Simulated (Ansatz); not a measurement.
**GaBNH (triplet): from Hartree-Fock to the top rungs, cc-pVDZ**

An exercise on one series of results from a longer session: the logs are not shown, and one member is left open.

Method: cc-pVDZ, core rule «outside noble gas», up to 16 orbitals frozen; program: Ansatz 0.2.0, Gaussian basis.

To be run: UHF; CCSD(T) on ROHF; CCSD(T) on UHF; BCCD(T) on ROHF; CISD as a restricted active space (open shells left free, so some higher excitations enter); CCSDT(Q) on ROHF; CCSDT(Q) on UHF; CASSCF and NEVPT2, 10 electrons in 10 orbitals.

24 further runs of the same task are left out: 7 that didn't finish, 17 set aside as unsound or not needed. Runs told in other sessions of the task aren't counted.

### What is computed

The geometry is a PBE0/def2-TZVP stationary point (not a proven minimum). No spin-orbit coupling is included. The filled d shell of Ga may be among the frozen orbitals whatever the setting's name suggests.

4 atoms, charge 0, spin multiplicity 3.

Atoms are counted from 1 here; the program's logs count them from 0.

Bond lengths: Ga1–N3 1.835 Å, Ga1–H4 1.597 Å, B2–N3 1.258 Å. Angles: N3–Ga1–H4 117.2°, Ga1–N3–B2 162.7°.

The first run:

in.yaml

```yaml
crystal:
  periodic: [false, false, false]
  atoms:
    - {symbol: Ga, position_ang: [0.000000, -0.048088, 0.603452]}
    - {symbol: B, position_ang: [0.000000, -0.041715, -2.455252]}
    - {symbol: N, position_ang: [0.000000, 0.180136, -1.217037]}
    - {symbol: H, position_ang: [0.000000, 1.270639, 1.504012]}
basis:
  gaussian: {orbitals: cc-pVDZ}
magnetization: {spin_polarized: true, initial_magnetization: 2}
hamiltonian: {xc: hf}
output: {orbitals: {seedname: orbitals}}
```

Started as:

```
ansatz run in.yaml --threads 1 --pin off --events-out ev --progress --plain --max-ram 2393MiB
```

Steps of the session up to this table: UHF; CCSD(T) on ROHF; CCSD(T) on UHF; BCCD(T) on ROHF; CISD as a restricted active space (open shells left free, so some higher excitations enter); CCSDT(Q) on ROHF; CCSDT(Q) on UHF; CASSCF and NEVPT2, 10 electrons in 10 orbitals.

One of the session's tables, all rows but one given; the rest of the session is left out.

```
   method  from UCCSDT(Q) (kJ/mol)
     ROHF                   +779.9
      UHF                   +762.1
     RMP2                    +84.8
     UMP2                    +87.9
    RCCSD                    +37.9
    UCCSD                    +37.0
 RCCSD(T)                     +6.2
 UCCSD(T)                     +6.4
  BCCD(T)                     +6.3
   RCCSDT                        ?
   UCCSDT                     +3.2
RCCSDT(Q)                     +1.0
UCCSDT(Q)                        0
```

**Question.** Estimate the row for RCCSDT.

**Answer.** from UCCSDT(Q) (kJ/mol): +3.7. In the column «from UCCSDT(Q) (kJ/mol)» it lies between UCCSDT (+3.2) and RCCSD(T) (+6.2).

Not comparable, so not listed: CISD as a restricted active space (open shells left free, so some higher excitations enter) (they don't share determinant, frozen orbitals or solution with the rows shown, or repeat one).

Limits of these values: Left out of the table: CASSCF frontier, NEVPT2 frontier (the active space lost an orbital or holds another state than full CI finds). Restricted and unrestricted rows rest on different reference determinants; a gap between their highest levels can come from leftover correlation error, from unlike frozen cores or from another state. Warnings in the runs' records: passed over end.
